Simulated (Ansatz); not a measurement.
# CH4B2O: shift of H8 from B3 to B2

Aim: the minimum-energy path and barrier of the shift of H8 from B3 to B2. The ends are relaxed first, then joined by a nudged elastic band. SMILES of the start: CB1BO1.

Method: RKS BHLYP/def2-mTZVP, in Ansatz 0.2.0.

## (1) The starting structure

Bond lengths: C1–B2 1.569 Å, B2–B3 1.534 Å, B2–O4 1.382 Å, B3–O4 1.377 Å, C1–H5 1.088 Å, C1–H6 1.089 Å, C1–H7 1.087 Å, B3–H8 1.160 Å. Angles: C1–B2–B3 173.6°, C1–B2–O4 130.3°, B3–B2–O4 56.1°, B2–C1–H5 112.4°, B2–C1–H6 109.0°, B2–C1–H7 113.0°, H5–C1–H6 106.9°, H5–C1–H7 108.3°, H6–C1–H7 106.9°, B2–B3–O4 56.4°, B2–B3–H8 176.3°, O4–B3–H8 127.3°, B2–O4–B3 67.6°.

Structure file:

```xyz
8

C    -0.4109    0.9251   -0.7713
B     0.0218   -0.2519    0.1719
B     0.3217   -1.4961    1.0181
O     1.0964   -0.3576    1.0341
H    -0.1074    1.8971   -0.3871
H     0.0738    0.8013   -1.7390
H    -1.4820    0.9498   -0.9560
H     0.4865   -2.4678    1.6293
```

## (2) Relaxing end A

File input.yaml:

```yaml
crystal:
  periodic: [false, false, false]
  atoms:
    - { symbol: C, position_ang: [-0.4109, 0.92509, -0.77126] }
    - { symbol: B, position_ang: [0.02181, -0.25185, 0.17187] }
    - { symbol: B, position_ang: [0.32167, -1.49609, 1.01812] }
    - { symbol: O, position_ang: [1.09643, -0.35762, 1.03408] }
    - { symbol: H, position_ang: [-0.10738, 1.89712, -0.38707] }
    - { symbol: H, position_ang: [0.07383, 0.80131, -1.73904] }
    - { symbol: H, position_ang: [-1.48202, 0.94981, -0.95601] }
    - { symbol: H, position_ang: [0.48655, -2.46777, 1.6293] }
basis:
  gaussian: { orbitals: def2-mTZVP }
hamiltonian:
  xc: { name: BHLYP }
relax:
  f_tol: 0.02
  max_steps: 50
```

On the command line:

```console
$ ansatz run input.yaml --threads 2 --pin off --max-ram 3072MiB --backend cpu --events-out ev --progress --plain --runs-dir out
```

Output, cut to the lines that bear on the results:

```text
Warning: RAYON_NUM_THREADS=2 ignored (pool sized by the plan → 2); use --threads N
[...]
Functional definition: BHLYP
[...]
949 factors; integrals over basis functions are off by at most 6.4e-4 eV
[...]
mean field -4501.44088808 eV, -165.4249014506 hartree, gradient 3.5e-5 eV, S^2 0.000000; 0 other end points of the search recorded, 0 dependent functions left out
[...]
reference -4501.44106054 eV, -165.4249077883 hartree; 14, 14 occupied and 79, 79 virtual orbitals, 949 factors
relax step   1: F+E_penalty+E_count = -4501.44088808 eV  Δ(F+E_penalty+E_count) = +0.000e0 eV  max|allowed force component| = 1.333e0 eV/Å  Δτ_max = 0.0000 Å  (26 SCF iters, accepted)
[...]
relax step   3: F+E_penalty+E_count = -4501.47361966 eV  Δ(F+E_penalty+E_count) = -4.633e-3 eV  max|allowed force component| = 3.315e-2 eV/Å  Δτ_max = 0.0088 Å  (27 SCF iters, accepted)
[...]
relax step   4: F+E_penalty+E_count = -4501.47367436 eV  Δ(F+E_penalty+E_count) = -5.470e-5 eV  max|allowed force component| = 1.341e-2 eV/Å  Δτ_max = 0.0016 Å  (22 SCF iters, accepted)
949 factors; integrals over basis functions are off by at most 6.4e-4 eV
[...]
mean field -4501.47367436 eV, -165.4261063243 hartree, gradient 5.2e-5 eV, S^2 0.000000; 1 other end points of the search recorded, 0 dependent functions left out
[...]
reference -4501.47384600 eV, -165.4261126321 hartree; 14, 14 occupied and 79, 79 virtual orbitals, 949 factors
Total energy: -4501.47384600 eV, -165.4261126321 hartree
Atom 0 at    -0.410721     0.926360    -0.767688 Å, force     0.002569     0.002358     0.005398 eV/Å
Atom 1 at     0.010481    -0.232123     0.158774 Å, force    -0.013406    -0.010828    -0.005079 eV/Å
Atom 2 at     0.329599    -1.497198     1.023910 Å, force     0.010792     0.009971     0.002969 eV/Å
Atom 3 at     1.077274    -0.352105     1.019700 Å, force     0.003565    -0.001144     0.003365 eV/Å
Atom 4 at    -0.098547     1.891613    -0.382480 Å, force     0.000141     0.001111    -0.000343 eV/Å
Atom 5 at     0.074097     0.797662    -1.733860 Å, force     0.001400    -0.001393    -0.002165 eV/Å
Atom 6 at    -1.476628     0.948547    -0.956913 Å, force    -0.001135     0.001317    -0.001314 eV/Å
Atom 7 at     0.494434    -2.482756     1.638546 Å, force    -0.003927    -0.001393    -0.002830 eV/Å
Dipole moment:    -0.131060     0.048872    -0.141131 e Å
```

It took 15 s on 2 threads of AMD EPYC 7R43 (Zen 3), shared host; peak memory 0.17 GiB.

Step by step:

```tsv
step	energy from step 1 (eV)	largest force component (eV/Å)
1	0.0000	1.3331
2	-0.0281	0.4664
3	-0.0327	0.0331
4	-0.0328	0.0134
```

Step 1 is the start.

After: Bond lengths: C1–B2 1.542 Å, B2–B3 1.565 Å, B2–O4 1.376 Å, B3–O4 1.368 Å, C1–H5 1.085 Å, C1–H6 1.089 Å, C1–H7 1.083 Å, B3–H8 1.173 Å. Angles: C1–B2–B3 174.2°, C1–B2–O4 130.8°, B3–B2–O4 55.0°, B2–C1–H5 112.1°, B2–C1–H6 108.8°, B2–C1–H7 112.9°, H5–C1–H6 107.0°, H5–C1–H7 109.1°, H6–C1–H7 106.6°, B2–B3–O4 55.5°, B2–B3–H8 175.6°, O4–B3–H8 128.9°, B2–O4–B3 69.6°.

## (3) End point B

The second end starts from a geometry with the move made by hand.

Changes to input.yaml since step 2:

```diff
@@ -10,3 +10,3 @@
     - { symbol: H, position_ang: [-1.48202, 0.94981, -0.95601] }
-    - { symbol: H, position_ang: [0.48655, -2.46777, 1.6293] }
+    - { symbol: H, position_ang: [-0.95706, -0.62956, -0.34585] }
 basis:
```

On the command line:

```console
$ ansatz run input.yaml --threads 2 --pin off --max-ram 3072MiB --backend cpu --events-out ev --progress --plain --runs-dir out
```

Output, cut to the lines that bear on the results:

```text
Warning: RAYON_NUM_THREADS=2 ignored (pool sized by the plan → 2); use --threads N
[...]
[... 1 set-up line as earlier in the session ...]
[...]
950 factors; integrals over basis functions are off by at most 5.2e-4 eV
[...]
mean field -4496.99785755 eV, -165.2616230902 hartree, gradient 5.6e-5 eV, S^2 0.000000; 0 other end points of the search recorded, 0 dependent functions left out
[...]
reference -4496.99802212 eV, -165.2616291382 hartree; 14, 14 occupied and 79, 79 virtual orbitals, 950 factors
relax step   1: F+E_penalty+E_count = -4496.99785755 eV  Δ(F+E_penalty+E_count) = +0.000e0 eV  max|allowed force component| = 6.810e0 eV/Å  Δτ_max = 0.0000 Å  (27 SCF iters, accepted)
[...]
relax step   4: F+E_penalty+E_count = -4500.69366293 eV  Δ(F+E_penalty+E_count) = -4.838e-1 eV  max|allowed force component| = 1.275e0 eV/Å  Δτ_max = 0.1968 Å  (31 SCF iters, accepted)
[...]
reference -4501.19302716 eV, -165.4157927299 hartree; 14, 14 occupied and 79, 79 virtual orbitals, 950 factors
Total energy: -4501.19302716 eV, -165.4157927299 hartree
Atom 0 at    -0.391918     1.069239    -0.813894 Å, force     0.005383     0.002166    -0.001518 eV/Å
Atom 1 at    -0.389450    -0.338451    -0.172824 Å, force    -0.003242    -0.001826     0.003148 eV/Å
Atom 2 at     1.145949    -1.282777     1.728387 Å, force    -0.015907     0.014569    -0.018800 eV/Å
Atom 3 at     0.499554    -0.639287     0.833814 Å, force     0.011143    -0.012022     0.013740 eV/Å
Atom 4 at     0.206527     1.798073    -0.281937 Å, force     0.000880    -0.000990    -0.001246 eV/Å
Atom 5 at     0.000038     0.991524    -1.828486 Å, force    -0.004411     0.000614     0.002905 eV/Å
Atom 6 at    -1.402780     1.450102    -0.926907 Å, force     0.001546    -0.003001     0.001599 eV/Å
Atom 7 at    -1.111540    -1.210213    -0.513313 Å, force     0.004609     0.000491     0.000173 eV/Å
Dipole moment:    -0.369674     0.357396    -0.527625 e Å
```

It took 48 s on 2 threads of AMD EPYC 7R43 (Zen 3), shared host; peak memory 0.17 GiB.

The steps of the relaxation:

```tsv
step	energy from step 1 (eV)	largest force component (eV/Å)
1	0.0000	6.8101
2	-1.7202	5.0591
3	-3.2120	1.6575
4	-3.6958	1.2753
5	-3.9772	0.6330
6	-4.1185	0.4962
7	-4.1770	0.3636
8x	-4.0356	2.4092
9	-4.1857	0.1315
10	-4.1925	0.0479
11	-4.1940	0.0815
12	-4.1949	0.0102
13x	-4.1948	0.0910
14	-4.1950	0.0188
```

Step 1 is the start. 2 steps were tried and not accepted (marked x).

After: Bond lengths: C1–B2 1.547 Å, B2–O4 1.376 Å, B3–O4 1.278 Å, C1–H5 1.083 Å, C1–H6 1.090 Å, C1–H7 1.086 Å, B2–H8 1.182 Å. Angles: C1–B2–O4 120.2°, C1–B2–H8 123.4°, O4–B2–H8 116.4°, B2–C1–H5 114.1°, B2–C1–H6 108.7°, B2–C1–H7 111.3°, H5–C1–H6 107.8°, H5–C1–H7 109.2°, H6–C1–H7 105.2°, B2–O4–B3 161.6°.

Pairs that crossed the distance rule for bonds on the way: moved apart B2–B3.

## (4) Nudged elastic band

crystal.atoms is end A as relaxed above, and neb.final_atoms is end B, turned to lie on A. With 9 inner images the band has 11 in all. The start path is listed, through a guess of the saddle.

File input.yaml:

```yaml
crystal:
  periodic: [false, false, false]
  atoms:
    - { symbol: C, position_ang: [-0.410721, 0.92636, -0.767688] }
    - { symbol: B, position_ang: [0.010481, -0.232123, 0.158774] }
    - { symbol: B, position_ang: [0.329599, -1.497198, 1.02391] }
    - { symbol: O, position_ang: [1.077274, -0.352105, 1.0197] }
    - { symbol: H, position_ang: [-0.098547, 1.891613, -0.38248] }
    - { symbol: H, position_ang: [0.074097, 0.797662, -1.73386] }
    - { symbol: H, position_ang: [-1.476628, 0.948547, -0.956913] }
    - { symbol: H, position_ang: [0.494434, -2.482756, 1.638546] }
basis:
  gaussian: { orbitals: def2-mTZVP }
hamiltonian:
  xc: { name: BHLYP }
neb:
  order_check: false
  images: 9
  f_tol: 0.05
  max_iterations: 60
  final_atoms:
    - { symbol: C, position_ang: [-0.40463393, 0.66534397, -0.68153871] }
    - { symbol: B, position_ang: [-0.06527939, -0.5832962, 0.16598958] }
    - { symbol: B, position_ang: [1.63869177, -0.82301881, 2.14154528] }
    - { symbol: O, position_ang: [0.86232073, -0.50108309, 1.17937475] }
    - { symbol: H, position_ang: [-0.00530967, 1.59036154, -0.28505884] }
    - { symbol: H, position_ang: [0.00233555, 0.52814096, -1.68384466] }
    - { symbol: H, position_ang: [-1.47682501, 0.76893245, -0.82062956] }
    - { symbol: H, position_ang: [-0.55131104, -1.64538082, -0.01584885] }
  initial_path:
    images:
      - { positions_ang: [[-0.410721, 0.92636, -0.767688], [0.010481, -0.232123, 0.158774], [0.329599, -1.497198, 1.02391], [1.077274, -0.352105, 1.0197], [-0.098547, 1.891613, -0.38248], [0.074097, 0.797662, -1.73386], [-1.476628, 0.948547, -0.956913], [0.494434, -2.482756, 1.638546]] }
      - { positions_ang: [[-0.4058182, 0.88007267, -0.74104196], [0.05998354, -0.24936808, 0.2021381], [0.41857236, -1.48272489, 1.08005733], [1.13883239, -0.32132982, 1.04895243], [-0.11831473, 1.85947452, -0.3778756], [0.0700907, 0.74674841, -1.71095578], [-1.47319225, 0.87097623, -0.9144901], [0.30983519, -2.30384904, 1.41320457]] }
      - { positions_ang: [[-0.4009154, 0.83378535, -0.71439592], [0.10948607, -0.26661316, 0.24550221], [0.50754573, -1.46825178, 1.13620466], [1.20039078, -0.29055464, 1.07820486], [-0.13808247, 1.82733604, -0.3732712], [0.0660844, 0.69583482, -1.68805155], [-1.46975649, 0.79340545, -0.8720672], [0.12523638, -2.12494208, 1.18786314]] }
      - { positions_ang: [[-0.39601261, 0.78749802, -0.68774988], [0.15898861, -0.28385824, 0.28886631], [0.59651909, -1.45377867, 1.19235199], [1.26194917, -0.25977946, 1.10745729], [-0.1578502, 1.79519756, -0.3686668], [0.0620781, 0.64492123, -1.66514733], [-1.46632074, 0.71583468, -0.8296443], [-0.05936243, -1.94603512, 0.96252172]] }
      - { positions_ang: [[-0.39110981, 0.7412107, -0.66110383], [0.20849115, -0.30110332, 0.33223042], [0.68549245, -1.43930557, 1.24849931], [1.32350756, -0.22900428, 1.13670972], [-0.17761793, 1.76305909, -0.36406239], [0.0580718, 0.59400763, -1.64224311], [-1.46288499, 0.63826391, -0.7872214], [-0.24396124, -1.76712816, 0.73718029]] }
      - { positions_ang: [[-0.38620701, 0.69492337, -0.63445779], [0.25799369, -0.31834841, 0.37559452], [0.77446581, -1.42483246, 1.30464664], [1.38506595, -0.1982291, 1.16596214], [-0.19738566, 1.73092061, -0.35945799], [0.0540655, 0.54309404, -1.61933889], [-1.45944923, 0.56069314, -0.7447985], [-0.42856004, -1.58822119, 0.51183886]] }
      - { positions_ang: [[-0.38989239, 0.68900749, -0.64387398], [0.19333907, -0.37133796, 0.33367353], [0.947311, -1.30446973, 1.47202637], [1.28051691, -0.2587999, 1.16864467], [-0.15897047, 1.7028088, -0.34457816], [0.04371951, 0.54010342, -1.63224004], [-1.46292439, 0.602341, -0.75996471], [-0.45311024, -1.59965312, 0.40630132]] }
      - { positions_ang: [[-0.39357778, 0.68309161, -0.65329016], [0.12868446, -0.42432752, 0.29175254], [1.1201562, -1.184107, 1.6394061], [1.17596786, -0.31937069, 1.17132719], [-0.12055527, 1.67469698, -0.32969833], [0.03337352, 0.53711281, -1.6451412], [-1.46639954, 0.64398886, -0.77513092], [-0.47766044, -1.61108504, 0.30076378]] }
      - { positions_ang: [[-0.39726316, 0.67717573, -0.66270634], [0.06402984, -0.47731708, 0.24983156], [1.29300139, -1.06374427, 1.80678582], [1.07141882, -0.37994149, 1.17400971], [-0.08214007, 1.64658517, -0.3148185], [0.02302753, 0.53412219, -1.65804235], [-1.4698747, 0.68563672, -0.79029713], [-0.50221064, -1.62251697, 0.19522624]] }
      - { positions_ang: [[-0.40094855, 0.67125985, -0.67212252], [-0.00062477, -0.53030664, 0.20791057], [1.46584658, -0.94338154, 1.97416555], [0.96686977, -0.44051229, 1.17669223], [-0.04372487, 1.61847336, -0.29993867], [0.01268154, 0.53113157, -1.67094351], [-1.47334985, 0.72728459, -0.80546335], [-0.52676084, -1.63394889, 0.08968869]] }
      - { positions_ang: [[-0.40463393, 0.66534397, -0.68153871], [-0.06527939, -0.5832962, 0.16598958], [1.63869177, -0.82301881, 2.14154528], [0.86232073, -0.50108309, 1.17937475], [-0.00530967, 1.59036154, -0.28505884], [0.00233555, 0.52814096, -1.68384466], [-1.47682501, 0.76893245, -0.82062956], [-0.55131104, -1.64538082, -0.01584885]] }
```

On the command line:

```console
$ ansatz run input.yaml --threads 2 --pin off --max-ram 3072MiB --backend cpu --events-out ev --progress --plain --runs-dir out
```

Output, cut to the lines that bear on the results:

```text
Warning: RAYON_NUM_THREADS=2 ignored (pool sized by the plan → 2); use --threads N
[...]
[... 1 set-up line as earlier in the session ...]
[...]
949 factors; integrals over basis functions are off by at most 6.2e-4 eV
[...]
mean field -4501.47367431 eV, -165.4261063225 hartree, gradient 3.3e-5 eV, S^2 0.000000; 0 other end points of the search recorded, 0 dependent functions left out
[...]
reference -4501.47384605 eV, -165.4261126336 hartree; 14, 14 occupied and 79, 79 virtual orbitals, 949 factors
949 factors; integrals over basis functions are off by at most 7.5e-4 eV
[...]
mean field -4501.19285606 eV, -165.4157864422 hartree, gradient 1.9e-5 eV, S^2 0.000000; 0 other end points of the search recorded, 0 dependent functions left out
[...]
reference -4501.19302992 eV, -165.4157928313 hartree; 14, 14 occupied and 79, 79 virtual orbitals, 949 factors
[...]
NEB iter   9: max|band force component| = 4.514e-2 eV/Å  barrier→ = 2.8330 eV  barrier← = 2.5521 eV  CI = image 4  Δτ_max = 0.0000 Å  (466 SCF iters)
Total energy: -4498.64088324 eV, -165.3220031707 hartree
Atom 0 at    -0.402045     0.817242    -0.698450 Å, force    -0.001676    -0.006300     0.000937 eV/Å
Atom 1 at     0.174089    -0.226366     0.281839 Å, force     0.014576     0.014459    -0.002223 eV/Å
Atom 2 at     0.755192    -1.506411     1.338361 Å, force    -0.009656    -0.016662     0.001959 eV/Å
Atom 3 at     1.238880    -0.231696     1.070445 Å, force    -0.002818     0.008630    -0.002735 eV/Å
Atom 4 at    -0.160613     1.831602    -0.393182 Å, force    -0.000298     0.001846    -0.000786 eV/Å
Atom 5 at     0.058267     0.658030    -1.671806 Å, force    -0.001526    -0.000321    -0.000558 eV/Å
Atom 6 at    -1.470748     0.734565    -0.842593 Å, force    -0.000721    -0.000694     0.001730 eV/Å
Atom 7 at    -0.193032    -2.076966     0.915375 Å, force     0.002118    -0.000957     0.001676 eV/Å
Dipole moment:    -0.338260     0.316813    -0.429933 e Å
this run last wrote the band of iteration 9 to <dir>
```

Run time: 4.5 min. Hardware: 2 threads of AMD EPYC 7R43 (Zen 3), shared host; peak memory 0.18 GiB.

## (5) The band, image by image

The 9 inner images lie between the fixed ends 0 and 10. Energy is taken from image 0, and the path length is the program's own coordinate along the band.

```tsv
image	path (Å)	energy (eV)	H8–B3 (Å)	H8–B2 (Å)	band force (eV/Å)
0	0.000	0.0000	1.17	2.74	-
1	0.386	0.1138	1.16	2.69	0.014
2	0.773	0.6674	1.15	2.53	0.020
3	1.159	1.9270	1.14	2.27	0.022
4*	1.545	2.8330	1.18	1.99	0.018
5	1.929	2.3277	1.33	1.61	0.045
6	2.313	1.3571	1.69	1.29	0.022
7	2.697	0.6575	2.19	1.19	0.019
8	3.082	0.3732	2.65	1.18	0.019
9	3.466	0.2912	3.00	1.18	0.022
10	3.851	0.2808	3.18	1.18	-
```

The star marks the climbing image.

image, energy (eV) and a bar:
```
        0      0.000 
        1      0.114 #
        2      0.667 #######
        3      1.927 ####################
        4      2.833 ##############################
        5      2.328 #########################
        6      1.357 ##############
        7      0.657 #######
        8      0.373 ####
        9      0.291 ###
       10      0.281 ###
```

How the highest energy settled:

```tsv
iteration	highest image above image 0 (eV)	largest band force (eV/Å)
1	7.2067	42.962
2	3.0044	4.345
3	2.7974	2.018
4	2.8517	1.457
5	2.8628	0.597
6	2.8402	0.517
7	2.8339	0.330
8	2.8331	0.145
9	2.8330	0.045
```

The band as a trajectory file:

```xyz
8
image=0 dE=0.0000
C    -0.411    0.926   -0.768
B     0.010   -0.232    0.159
B     0.330   -1.497    1.024
O     1.077   -0.352    1.020
H    -0.099    1.892   -0.382
H     0.074    0.798   -1.734
H    -1.477    0.949   -0.957
H     0.494   -2.483    1.639
8
image=1 dE=0.1138
C    -0.386    0.932   -0.746
B     0.125   -0.145    0.212
B     0.352   -1.443    1.007
O     1.171   -0.341    1.094
H    -0.165    1.954   -0.468
H     0.054    0.736   -1.722
H    -1.456    0.807   -0.867
H     0.305   -2.501    1.490
8
image=2 dE=0.6674
C    -0.386    0.891   -0.722
B     0.186   -0.127    0.246
B     0.447   -1.381    1.049
O     1.267   -0.282    1.121
H    -0.181    1.913   -0.448
H     0.054    0.685   -1.695
H    -1.454    0.737   -0.834
H     0.066   -2.436    1.284
8
image=3 dE=1.9270
C    -0.391    0.843   -0.702
B     0.190   -0.183    0.272
B     0.594   -1.400    1.167
O     1.292   -0.231    1.110
H    -0.166    1.859   -0.410
H     0.058    0.664   -1.677
H    -1.462    0.731   -0.837
H    -0.115   -2.283    1.076
8
image=4 dE=2.8330
C    -0.402    0.817   -0.698
B     0.174   -0.226    0.282
B     0.755   -1.506    1.338
O     1.239   -0.232    1.070
H    -0.161    1.832   -0.393
H     0.058    0.658   -1.672
H    -1.471    0.735   -0.843
H    -0.193   -2.077    0.915
8
image=5 dE=2.3277
C    -0.419    0.770   -0.689
B     0.145   -0.300    0.296
B     0.885   -1.552    1.455
O     1.215   -0.251    1.063
H    -0.166    1.783   -0.375
H     0.048    0.635   -1.664
H    -1.487    0.717   -0.844
H    -0.221   -1.801    0.758
8
image=6 dE=1.3571
C    -0.423    0.723   -0.682
B     0.090   -0.387    0.301
B     1.051   -1.507    1.590
O     1.196   -0.263    1.088
H    -0.176    1.736   -0.365
H     0.057    0.601   -1.654
H    -1.489    0.680   -0.865
H    -0.307   -1.583    0.586
8
image=7 dE=0.6575
C    -0.422    0.701   -0.684
B     0.040   -0.422    0.283
B     1.270   -1.416    1.763
O     1.150   -0.286    1.110
H    -0.181    1.706   -0.353
H     0.078    0.570   -1.645
H    -1.485    0.646   -0.892
H    -0.450   -1.499    0.417
8
image=8 dE=0.3732
C    -0.425    0.690   -0.688
B    -0.019   -0.466    0.254
B     1.496   -1.260    1.924
O     1.060   -0.342    1.123
H    -0.173    1.680   -0.325
H     0.102    0.560   -1.635
H    -1.481    0.653   -0.930
H    -0.561   -1.514    0.277
8
image=9 dE=0.2912
C    -0.424    0.675   -0.684
B    -0.070   -0.533    0.213
B     1.647   -1.023    2.037
O     0.956   -0.429    1.134
H    -0.123    1.632   -0.274
H     0.102    0.556   -1.633
H    -1.479    0.704   -0.935
H    -0.610   -1.582    0.143
8
image=10 dE=0.2808
C    -0.405    0.665   -0.682
B    -0.065   -0.583    0.166
B     1.639   -0.823    2.142
O     0.862   -0.501    1.179
H    -0.005    1.590   -0.285
H     0.002    0.528   -1.684
H    -1.477    0.769   -0.821
H    -0.551   -1.645   -0.016
```

[end of part 1 of 2]
